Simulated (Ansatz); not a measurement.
# HfB (Fm-3m) in Ansatz: a series of runs

The runs below take HfB through single point, with PBE.

Everything below comes from runs of Ansatz 0.2.0. Logs are shortened: lines on timing, memory, paths and dates and some standing lists are left out, and cuts for length are marked.

## Step 1: The structure

The structure is cubic, space group Fm-3m (No. 225). The conventional cell has a = 4.620 Å, b = 4.620 Å, c = 4.620 Å, α = 90.00°, β = 90.00°, γ = 90.00°. Hf (site symmetry m-3m) has 6 B at 2.31 Å as nearest neighbours. B (site symmetry m-3m) is surrounded by 6 Hf at 2.31 Å.

## Step 2: Single point, PBE

The input, input.yaml:

```yaml
crystal:
  lattice:
    - [0.0, 2.31, 2.31]
    - [2.31, 0.0, 2.31]
    - [2.31, 2.31, 0.0]
  atoms:
    - { symbol: Hf, position: [0.5, 0.5, 0.5] }
    - { symbol: B, position: [0.0, 0.0, 0.0] }
hamiltonian:
  xc: pbe
  pseudopotentials: { kind: paw }
kpoints:
  mp_grid: { grid: [10, 10, 10] }
scf:
  occupations: { method: gaussian, width: 0.025 }
output:
  forces: true
  stress: true
  eigenvalues: true
  write_density: true
  write_potential: true
  elf: true
  volumetric_format: npy
```

Potentials or basis: Ansatz PAW.

Started as:

```console
$ ansatz run input.yaml --threads 2 --pin off --max-ram 5632MiB --backend cpu --events-out ev --progress --plain --runs-dir out
```

What it wrote:

```text
Warning: RAYON_NUM_THREADS=2 ignored (pool sized by the plan → 2); use --threads N
Engine: ansatz 0.2.0, aarch64-unknown-linux-gnu
Pseudopotentials: kind: paw
Pseudopotential: Hf, paw, valence charge 26, recommended cutoff 420 eV (normal), Hf.paw.azcp
Pseudopotential: B, paw, valence charge 3, recommended cutoff 420 eV (normal), B.paw.azcp
Functional definition: PBE
  parameter kappa = 0.804
  parameter beta = 0.06672455060314922
  exchange = pbe_x(kappa = kappa, mu = beta*pi^2/3)
  correlation = pbe_c(beta = beta)
Crystal: 2 atoms, lattice volume = 24.653 Å³
Basis set: ecut = 420 eV, 531 PW (Γ), exchange–correlation on 48×48×48 points (8 copies of the dense FFT grid, shifted against one another)
Bands: 19, of which v1, the nominal top of the filled ones, is band 15 counted from 1 (14 counted from 0)
Symmetry: 48 space group operations
Space group: Fm-3m (ITA 225), of the structure as read, at distance tolerance 2.9e-5 Å
k-points: 47 of 1000
Non-local potential: Hf, projectors of the file, l = 0: 3, l = 1: 2, l = 2: 2, l = 3: 3
Non-local potential: B, projectors of the file, l = 0: 2, l = 1: 2, l = 2: 1
PAW form: soft (Blöchl's): semilocal exchange-correlation on the pseudo side does not see the compensation charge
PAW one-centre angular grid: Hf, 590 points (default); XC on 64 Gauss nodes
PAW one-centre angular grid: B, 110 points (default); XC on 64 Gauss nodes
Initial density: superposition of atomic densities (neutral atoms: chi_scale 0, normalization atom), corrected by the library's trained network
Initial wavefunctions: pseudopotential atomic-orbital guess
Functional: x = pbe(κ = 0.804, μ = 0.2195149727645171), c = pbe(β = 0.06672455060314922)
SCF iter   1: F=—  HF=-15877.803072 eV  |F-HF|=—  |Δ(HF+E_count)|=         —  Δρ=3.72e-3  dr2=2.72e-3  ethr=1.77e-3  ⟨swp⟩=5.5  Hψ=3784  notcnv=0
preconditioner: auto → none  [insulator: Δε(μ)=0.046 eV  Ē_g=18.108 eV  σ=0.025 eV  W_gap=0.77  n_scr=14 (ndim 8)  ℏωp=38.9 eV  f_vac=0.000  D(μ)=1.71/eV (n_scr^D=14)  ε∞_Penn≈5.6]
SCF iter   2: F=—  HF=-15877.802473 eV  |F-HF|=—  |Δ(HF+E_count)|=   5.99e-4  Δρ=1.57e-3  dr2=3.38e-4  ethr=9.37e-6  ⟨swp⟩=2.4  Hψ=1701  notcnv=0  defer=20
SCF iter   3: F=—  HF=-15877.802496 eV  |F-HF|=—  |Δ(HF+E_count)|=   2.25e-5  Δρ=6.37e-4  dr2=6.88e-5  ethr=1.17e-6  ⟨swp⟩=2.0  Hψ=1490  notcnv=0  defer=20
SCF iter   4: F=—  HF=-15877.802477 eV  |F-HF|=—  |Δ(HF+E_count)|=   1.83e-5  Δρ=1.79e-4  dr2=3.21e-6  ethr=2.37e-7  ⟨swp⟩=2.0  Hψ=1509  notcnv=0  defer=20
SCF iter   5: F=—  HF=-15877.802478 eV  |F-HF|=—  |Δ(HF+E_count)|=   7.36e-7  Δρ=4.26e-5  dr2=1.67e-7  ethr=1.11e-8  ⟨swp⟩=2.2  Hψ=1441  notcnv=0  defer=20
SCF iter   6: F=-15877.802478 eV  HF=-15877.802478 eV  |F-HF|=1.12e-9  |Δ(HF+E_count)|=   1.46e-7  Δρ=5.27e-6  dr2=1.79e-9  ethr=3.45e-10  ⟨swp⟩=10.7  Hψ=6608  notcnv=0
SCF 1 converged in 6 iterations: F = -15877.802478 eV  dr2 = 1.79e-9
SCF converged after 6 iterations
Free energy (F): -15877.802478 eV
Harris-Foulkes:  -15877.802478 eV  (|F-HF|=1.12e-9)
Internal energy: -15877.801819 eV  (E = F + TS)
E sigma→0 (E₀):  -15877.802149 eV
Entropy (-TS):   -0.000659 eV (-0.330 meV/atom)
Fermi energy:    19.640471 eV
--- Per-component energies (eV) ---
  E_band       = 121.059918
  E_kinetic    = 478.863018
  E_local      = -5013.053555  (includes V_loc(G=0)·N_el)
  E_nonlocal   = -1229.741092
  E_hartree    = 2389.096288
  E_xc         = -335.061606
  E_vxc        = -308.197890  (∫ρ·V_xc dr)
  E_paw        = -7008.610304  (= ΣΔE_a)
  E_vpaw       = 1414.998589  (= ΣTr[D̂ρ^β])
  E_aug_tail   = -0.000005  (compensation charges beyond the density's cutoff)
  E_ewald      = -5159.294563
  E_smearing   = -0.000659  (= −TS)
  E_closure    = -0.000000  (closes the sum)
  Σ components = -15877.802478   (vs F -15877.802478, Δ=0.00e0)
--- Forces (eV/Å), atoms counted from 1 ---
  atom   1  Hf     0.00000000     0.00000000    -0.00000000
  atom   2  B     -0.00000000     0.00000000    -0.00000000
  max |Σ_I F_I| component: 3.46e-29 eV/Å
--- Stress (GPa, compression-positive) ---
       29.304946       0.000000       0.000000
        0.000000      29.304946       0.000000
        0.000000      -0.000000      29.304946
  P = ⅓ Tr σ = 29.3049 GPa (293.049 kbar)
--- Band table (eV; the first three rows and the last of 47) ---
  k-point 0: bands = ["-40.2131", "-8.7150", "-8.7150", "-8.7150", "9.7974", "9.7974", "9.7974", "9.7989", "9.8895", "9.8895", "9.8895", "10.0844", "21.8326", "21.8326", "21.8326", "23.6755", "23.6755", "23.6755", "23.8474"]
  k-point 1: bands = ["-40.2088", "-8.7889", "-8.7225", "-8.7225", "9.7927", "9.8033", "9.8034", "9.8034", "9.8835", "9.8835", "9.8898", "10.3747", "20.9474", "21.4879", "21.4879", "22.5797", "22.5797", "24.1158", "25.8613"]
  k-point 2: bands = ["-40.1975", "-8.9775", "-8.7419", "-8.7419", "9.7855", "9.8157", "9.8191", "9.8191", "9.8686", "9.8686", "9.8905", "11.1807", "19.4392", "20.2015", "20.2015", "23.1524", "23.1524", "24.6106", "28.2306"]
  k-point 46: bands = ["-40.1524", "-9.2395", "-9.1150", "-8.9779", "9.8264", "9.8317", "9.8317", "9.8411", "9.8557", "9.8564", "9.8640", "13.8572", "18.3025", "18.4018", "18.6779", "24.2698", "26.0320", "27.5422", "27.6089"]
```

Wall time 0.88 s (2 threads of Arm Neoverse V2, shared host); peak memory 0.3 GiB.

Results:

* Free energy: -15877.8025 eV
* Pressure: 29.3 GPa
* Band gap on the k mesh: none (metal or under the smearing width)

Caveat: a pressure of tens of GPa on the cell as given is suspect, and the run, the potentials or the cell itself is likely at fault.

## Step 3: Single point, PBE

Edit input.yaml of step 2 so:

```diff
@@ -14,3 +14,3 @@
 scf:
-  occupations: { method: gaussian, width: 0.025 }
+  occupations: { method: gaussian, width: 0.026 }
 output:
@@ -19,5 +19 @@
   eigenvalues: true
-  write_density: true
-  write_potential: true
-  elf: true
-  volumetric_format: npy
```

Potentials or basis: Ansatz PAW.

Started as:

```console
$ ansatz run input.yaml --threads 2 --pin off --max-ram 5632MiB --backend cpu --events-out ev --progress --plain --runs-dir out
```

What it wrote:

```text
Warning: RAYON_NUM_THREADS=2 ignored (pool sized by the plan → 2); use --threads N
[... 9 set-up lines as earlier in the session ...]
Crystal: 2 atoms, lattice volume = 24.653 Å³
Basis set: ecut = 420 eV, 531 PW (Γ), exchange–correlation on 48×48×48 points (8 copies of the dense FFT grid, shifted against one another)
Bands: 19, of which v1, the nominal top of the filled ones, is band 15 counted from 1 (14 counted from 0)
[... 2 set-up lines as earlier in the session ...]
k-points: 47 of 1000
[... 8 set-up lines as earlier in the session ...]
SCF iter   1: F=—  HF=-15877.803094 eV  |F-HF|=—  |Δ(HF+E_count)|=         —  Δρ=3.71e-3  dr2=2.70e-3  ethr=1.77e-3  ⟨swp⟩=5.5  Hψ=3784  notcnv=0
preconditioner: auto → none  [insulator: Δε(μ)=0.046 eV  Ē_g=18.108 eV  σ=0.026 eV  W_gap=0.76  n_scr=14 (ndim 8)  ℏωp=38.9 eV  f_vac=0.000  D(μ)=1.71/eV (n_scr^D=14)  ε∞_Penn≈5.6]
SCF iter   2: F=—  HF=-15877.802500 eV  |F-HF|=—  |Δ(HF+E_count)|=   5.94e-4  Δρ=1.57e-3  dr2=3.36e-4  ethr=9.32e-6  ⟨swp⟩=2.4  Hψ=1685  notcnv=0  defer=19
SCF iter   3: F=—  HF=-15877.802522 eV  |F-HF|=—  |Δ(HF+E_count)|=   2.22e-5  Δρ=6.36e-4  dr2=6.88e-5  ethr=1.16e-6  ⟨swp⟩=2.0  Hψ=1491  notcnv=0  defer=19
SCF iter   4: F=—  HF=-15877.802504 eV  |F-HF|=—  |Δ(HF+E_count)|=   1.78e-5  Δρ=1.79e-4  dr2=3.19e-6  ethr=2.37e-7  ⟨swp⟩=2.0  Hψ=1509  notcnv=0  defer=19
SCF iter   5: F=—  HF=-15877.802505 eV  |F-HF|=—  |Δ(HF+E_count)|=   7.48e-7  Δρ=4.26e-5  dr2=1.67e-7  ethr=1.10e-8  ⟨swp⟩=2.2  Hψ=1442  notcnv=0  defer=19
SCF iter   6: F=-15877.802505 eV  HF=-15877.802505 eV  |F-HF|=1.12e-9  |Δ(HF+E_count)|=   1.47e-7  Δρ=5.27e-6  dr2=1.78e-9  ethr=3.45e-10  ⟨swp⟩=6.9  Hψ=4071  notcnv=0
SCF 1 converged in 6 iterations: F = -15877.802505 eV  dr2 = 1.78e-9
SCF converged after 6 iterations
Free energy (F): -15877.802505 eV
Harris-Foulkes:  -15877.802505 eV  (|F-HF|=1.12e-9)
Internal energy: -15877.801794 eV  (E = F + TS)
E sigma→0 (E₀):  -15877.802149 eV
Entropy (-TS):   -0.000711 eV (-0.356 meV/atom)
Fermi energy:    19.640405 eV
--- Per-component energies (eV) ---
  E_band       = 121.059623
  E_kinetic    = 478.864077
  E_local      = -5013.053937  (includes V_loc(G=0)·N_el)
  E_nonlocal   = -1229.741146
  E_hartree    = 2389.096073
  E_xc         = -335.061847
  E_vxc        = -308.198174  (∫ρ·V_xc dr)
  E_paw        = -7008.610446  (= ΣΔE_a)
  E_vpaw       = 1414.998366  (= ΣTr[D̂ρ^β])
  E_aug_tail   = -0.000005  (compensation charges beyond the density's cutoff)
  E_ewald      = -5159.294563
  E_smearing   = -0.000711  (= −TS)
  E_closure    = 0.000000  (closes the sum)
  Σ components = -15877.802505   (vs F -15877.802505, Δ=0.00e0)
--- Forces (eV/Å), atoms counted from 1 ---
  atom   1  Hf     0.00000000    -0.00000000     0.00000000
  atom   2  B     -0.00000000     0.00000000    -0.00000000
  max |Σ_I F_I| component: 1.03e-28 eV/Å
--- Stress (GPa, compression-positive) ---
       29.308467      -0.000000      -0.000000
        0.000000      29.308467      -0.000000
        0.000000       0.000000      29.308467
  P = ⅓ Tr σ = 29.3085 GPa (293.085 kbar)
--- Band table (eV; the first three rows and the last of 47) ---
  k-point 0: bands = ["-40.2132", "-8.7150", "-8.7150", "-8.7150", "9.7973", "9.7973", "9.7973", "9.7988", "9.8895", "9.8895", "9.8895", "10.0845", "21.8325", "21.8325", "21.8325", "23.6757", "23.6757", "23.6757", "23.8474"]
  k-point 1: bands = ["-40.2089", "-8.7889", "-8.7225", "-8.7225", "9.7926", "9.8033", "9.8033", "9.8033", "9.8834", "9.8834", "9.8897", "10.3748", "20.9474", "21.4879", "21.4879", "22.5798", "22.5798", "24.1160", "25.8614"]
  k-point 2: bands = ["-40.1975", "-8.9775", "-8.7420", "-8.7420", "9.7855", "9.8157", "9.8191", "9.8191", "9.8685", "9.8685", "9.8904", "11.1808", "19.4393", "20.2015", "20.2015", "23.1524", "23.1524", "24.6107", "28.2307"]
  k-point 46: bands = ["-40.1525", "-9.2395", "-9.1151", "-8.9780", "9.8264", "9.8316", "9.8317", "9.8410", "9.8556", "9.8564", "9.8639", "13.8573", "18.3026", "18.4019", "18.6780", "24.2699", "26.0321", "27.5421", "27.6089"]
```

It took 0.7 s on 2 threads of Arm Neoverse V2, shared host; peak memory 0.29 GiB.

What came out:

```yaml
Free_energy: -15877.8025 eV
Pressure: 29.3 GPa
Band_gap_on_the_k_mesh: none (metal or under the smearing width)
```

Levels at points of the mesh, in eV from the Fermi level:
```csv
k point,band 13,band 14,band 15,band 16,band 17,band 18
"(0.00, 0.00, 0.00)",2.19,2.19,2.19,4.04,4.04,4.04
"(0.00, 0.00, -0.50)",-4.01,-1.38,-1.38,6.52,6.52,7.57
"(0.00, -0.50, -0.50)",-1.10,-0.91,2.42,2.42,6.23,7.89
```

Caveat: a pressure of tens of GPa on the cell as given is suspect, and the run, the potentials or the cell itself is likely at fault.

## Step 4: Single point, PBE

Edit input.yaml of step 3 so:

```diff
@@ -14,3 +14,3 @@
 scf:
-  occupations: { method: gaussian, width: 0.026 }
+  occupations: { method: gaussian, width: 0.027 }
 output:
@@ -19 +19,5 @@
   eigenvalues: true
+  write_density: true
+  write_potential: true
+  elf: true
+  volumetric_format: npy
```

Potentials or basis: Ansatz PAW.

Started as:

```console
$ ansatz run input.yaml --threads 2 --pin off --max-ram 5632MiB --backend cpu --events-out ev --progress --plain --runs-dir out
```

What it wrote:

```text
Warning: RAYON_NUM_THREADS=2 ignored (pool sized by the plan → 2); use --threads N
[... 9 set-up lines as earlier in the session ...]
Crystal: 2 atoms, lattice volume = 24.653 Å³
Basis set: ecut = 420 eV, 531 PW (Γ), exchange–correlation on 48×48×48 points (8 copies of the dense FFT grid, shifted against one another)
Bands: 19, of which v1, the nominal top of the filled ones, is band 15 counted from 1 (14 counted from 0)
[... 2 set-up lines as earlier in the session ...]
k-points: 47 of 1000
[... 8 set-up lines as earlier in the session ...]
SCF iter   1: F=—  HF=-15877.803114 eV  |F-HF|=—  |Δ(HF+E_count)|=         —  Δρ=3.70e-3  dr2=2.69e-3  ethr=1.77e-3  ⟨swp⟩=5.5  Hψ=3789  notcnv=0
preconditioner: auto → none  [insulator: Δε(μ)=0.046 eV  Ē_g=18.108 eV  σ=0.027 eV  W_gap=0.75  n_scr=14 (ndim 8)  ℏωp=38.9 eV  f_vac=0.000  D(μ)=1.71/eV (n_scr^D=14)  ε∞_Penn≈5.6]
SCF iter   2: F=—  HF=-15877.802528 eV  |F-HF|=—  |Δ(HF+E_count)|=   5.86e-4  Δρ=1.57e-3  dr2=3.35e-4  ethr=9.26e-6  ⟨swp⟩=2.4  Hψ=1679  notcnv=0  defer=19
SCF iter   3: F=—  HF=-15877.802549 eV  |F-HF|=—  |Δ(HF+E_count)|=   2.17e-5  Δρ=6.37e-4  dr2=6.92e-5  ethr=1.15e-6  ⟨swp⟩=2.0  Hψ=1490  notcnv=0  defer=19
SCF iter   4: F=—  HF=-15877.802532 eV  |F-HF|=—  |Δ(HF+E_count)|=   1.75e-5  Δρ=1.78e-4  dr2=3.17e-6  ethr=2.39e-7  ⟨swp⟩=2.0  Hψ=1509  notcnv=0  defer=19
SCF iter   5: F=—  HF=-15877.802533 eV  |F-HF|=—  |Δ(HF+E_count)|=   7.91e-7  Δρ=4.25e-5  dr2=1.67e-7  ethr=1.09e-8  ⟨swp⟩=2.3  Hψ=1449  notcnv=0  defer=19
SCF iter   6: F=-15877.802533 eV  HF=-15877.802533 eV  |F-HF|=1.14e-9  |Δ(HF+E_count)|=   1.46e-7  Δρ=5.26e-6  dr2=1.75e-9  ethr=3.45e-10  ⟨swp⟩=10.6  Hψ=6551  notcnv=0
SCF 1 converged in 6 iterations: F = -15877.802533 eV  dr2 = 1.75e-9
SCF converged after 6 iterations
Free energy (F): -15877.802533 eV
Harris-Foulkes:  -15877.802533 eV  (|F-HF|=1.14e-9)
Internal energy: -15877.801769 eV  (E = F + TS)
E sigma→0 (E₀):  -15877.802151 eV
Entropy (-TS):   -0.000764 eV (-0.382 meV/atom)
Fermi energy:    19.640366 eV
--- Per-component energies (eV) ---
  E_band       = 121.059358
  E_kinetic    = 478.865148
  E_local      = -5013.054304  (includes V_loc(G=0)·N_el)
  E_nonlocal   = -1229.741195
  E_hartree    = 2389.095837
  E_xc         = -335.062090
  E_vxc        = -308.198461  (∫ρ·V_xc dr)
  E_paw        = -7008.610596  (= ΣΔE_a)
  E_vpaw       = 1414.998130  (= ΣTr[D̂ρ^β])
  E_aug_tail   = -0.000005  (compensation charges beyond the density's cutoff)
  E_ewald      = -5159.294563
  E_smearing   = -0.000764  (= −TS)
  E_closure    = -0.000000  (closes the sum)
  Σ components = -15877.802533   (vs F -15877.802533, Δ=0.00e0)
--- Forces (eV/Å), atoms counted from 1 ---
  atom   1  Hf     0.00000000    -0.00000000     0.00000000
  atom   2  B     -0.00000000     0.00000000     0.00000000
  max |Σ_I F_I| component: 6.15e-29 eV/Å
--- Stress (GPa, compression-positive) ---
       29.312009       0.000000       0.000000
       -0.000000      29.312009      -0.000000
       -0.000000       0.000000      29.312009
  P = ⅓ Tr σ = 29.3120 GPa (293.120 kbar)
--- Band table (eV; the first three rows and the last of 47) ---
  k-point 0: bands = ["-40.2132", "-8.7151", "-8.7151", "-8.7151", "9.7973", "9.7973", "9.7973", "9.7988", "9.8894", "9.8894", "9.8894", "10.0846", "21.8325", "21.8325", "21.8325", "23.6759", "23.6759", "23.6759", "23.8474"]
  k-point 1: bands = ["-40.2089", "-8.7890", "-8.7225", "-8.7225", "9.7926", "9.8032", "9.8033", "9.8033", "9.8834", "9.8834", "9.8897", "10.3749", "20.9475", "21.4880", "21.4880", "22.5798", "22.5798", "24.1161", "25.8615"]
  k-point 2: bands = ["-40.1976", "-8.9775", "-8.7420", "-8.7420", "9.7855", "9.8156", "9.8191", "9.8191", "9.8685", "9.8685", "9.8904", "11.1809", "19.4393", "20.2016", "20.2016", "23.1524", "23.1524", "24.6108", "28.2308"]
  k-point 46: bands = ["-40.1525", "-9.2396", "-9.1151", "-8.9780", "9.8263", "9.8316", "9.8316", "9.8410", "9.8556", "9.8564", "9.8639", "13.8575", "18.3026", "18.4019", "18.6781", "24.2700", "26.0321", "27.5421", "27.6089"]
```

Wall time 0.88 s (2 threads of Arm Neoverse V2, shared host); peak memory 0.3 GiB.

What came out:

```
Free energy            : -15877.8025 eV
Pressure               : 29.3 GPa
Band gap on the k mesh : none (metal or under the smearing width)
```

Caveat: a pressure of tens of GPa on the cell as given is suspect, and the run, the potentials or the cell itself is likely at fault.

## Step 5: Single point, PBE

Edit input.yaml of step 4 so:

```diff
@@ -14,3 +14,3 @@
 scf:
-  occupations: { method: gaussian, width: 0.027 }
+  occupations: { method: gaussian, width: 0.028 }
 output:
@@ -19,5 +19 @@
   eigenvalues: true
-  write_density: true
-  write_potential: true
-  elf: true
-  volumetric_format: npy
```

Started as:

```console
$ ansatz run input.yaml --threads 2 --pin off --max-ram 5632MiB --backend cpu --events-out ev --progress --plain --runs-dir out
```

It took 0.68 s on 2 threads of Arm Neoverse V2, shared host; peak memory 0.29 GiB.

Results (log left out):

```
Free energy            : -15877.8026 eV
Pressure               : 29.3 GPa
Band gap on the k mesh : none (metal or under the smearing width)
```

Levels at points of the mesh, in eV from the Fermi level:
```tsv
k point	band 12	band 13	band 14	band 15	band 16	band 17	band 18	band 19
(0.00, 0.00, 0.00)	-9.56	2.19	2.19	2.19	4.04	4.04	4.04	4.21
(0.00, 0.00, -0.50)	-5.01	-4.01	-1.38	-1.38	6.52	6.52	7.57	8.51
(0.00, -0.50, -0.50)	-6.74	-1.10	-0.91	2.42	2.42	6.23	7.89	7.89
```

Caveat: a pressure of tens of GPa on the cell as given is suspect, and the run, the potentials or the cell itself is likely at fault.

## Step 6: The runs side by side

| smearing | gap on the mesh (eV) | pressure (GPa) |
| --- | --- | --- |
| gaussian 0.025 eV | none | 29.3 |
| gaussian 0.026 eV | none | 29.3 |
| gaussian 0.027 eV | none | 29.3 |
| gaussian 0.028 eV | none | 29.3 |

Alike in all rows: task single point; level PBE; potentials or basis Ansatz PAW; no spin polarisation; cell as given; k mesh 10 × 10 × 10; cutoff (eV) 420.

Every run on the cell as given and a fine mesh finds a metal.

Caveats: a pressure of tens of GPa on the cell as given is suspect, and the run, the potentials or the cell itself is likely at fault.

Total energies depend on the potentials used, so only differences within one code and one set of settings carry meaning.
